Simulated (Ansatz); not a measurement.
I need a rigid scan of one bond angle of CH5BN2, SMILES C=NBN. Use Ansatz's Python interface. Use (for the species named): CAM-B3LYP, cc-pVDZ basis, multiplicity 1.

```xyz
9

C    -1.7427    0.1785    0.3179
N    -0.7204   -0.3583   -0.0965
B     0.6147    0.2789    0.0488
N     1.9611   -0.4416   -0.4347
H    -2.7452   -0.2772    0.1530
H    -1.7691    1.2173    0.7802
H     0.7884    1.3420    0.5732
H     1.7850   -0.6258   -1.4551
H     1.9167   -1.3602    0.0962
```

The script, `bend_ch5bn2.py`:
```python
import ansatz
from ase import Atoms

atoms = Atoms(["C", "N", "B", "N", "H", "H", "H", "H", "H"], positions=[
    [-1.7427, 0.1785, 0.3179],
    [-0.7204, -0.3583, -0.0965],
    [0.6147, 0.2789, 0.0488],
    [1.9611, -0.4416, -0.4347],
    [-2.7452, -0.2772, 0.153],
    [-1.7691, 1.2173, 0.7802],
    [0.7884, 1.342, 0.5732],
    [1.785, -0.6258, -1.4551],
    [1.9167, -1.3602, 0.0962],
])

first = (
    ansatz.Crystal.molecule_from_ase(atoms).calculation()
    .basis(gaussian="cc-pVDZ")
    .functional("cam_b3lyp")
    .scf(lower_state_search="standard")
    .relax(force_tolerance=0.02, max_steps=80)
)
atoms.positions = first.run(threads=1, pin="off").report["positions_ang"]

rows = []
for angle in [85, 95, 105, 115, 125, 140, 160]:
    bent = atoms.copy()
    bent.set_angle(2, 1, 0, angle, indices=[0, 4, 5])
    job = ansatz.Crystal.molecule_from_ase(bent).calculation()
    job = job.basis(gaussian="cc-pVDZ").functional("cam_b3lyp")
    job = job.scf(lower_state_search="standard")
    rows.append((angle, job.run(threads=1, pin="off").report["free_energy_ev"]))
floor = min(e for _, e in rows)
for angle, e in rows:
    print(f"angle B2-N1-C0 = {angle:3d} deg   {1000 * (e - floor):9.1f} meV")
```

```console
$ python bend_ch5bn2.py
angle B2-N1-C0 =  85 deg      2129.4 meV
angle B2-N1-C0 =  95 deg       736.1 meV
angle B2-N1-C0 = 105 deg       170.7 meV
angle B2-N1-C0 = 115 deg         0.0 meV
angle B2-N1-C0 = 125 deg        31.0 meV
angle B2-N1-C0 = 140 deg       259.5 meV
angle B2-N1-C0 = 160 deg       637.0 meV
```

The settings weren't tested for convergence. The scan is rigid, and the energies are electronic, in a modest basis. The zero is the lowest point of the grid, which needn't be the minimum. Hardware and time: 65 s on 1 thread of Arm Neoverse V2, with other jobs on the host, peak memory 0.24 GiB.
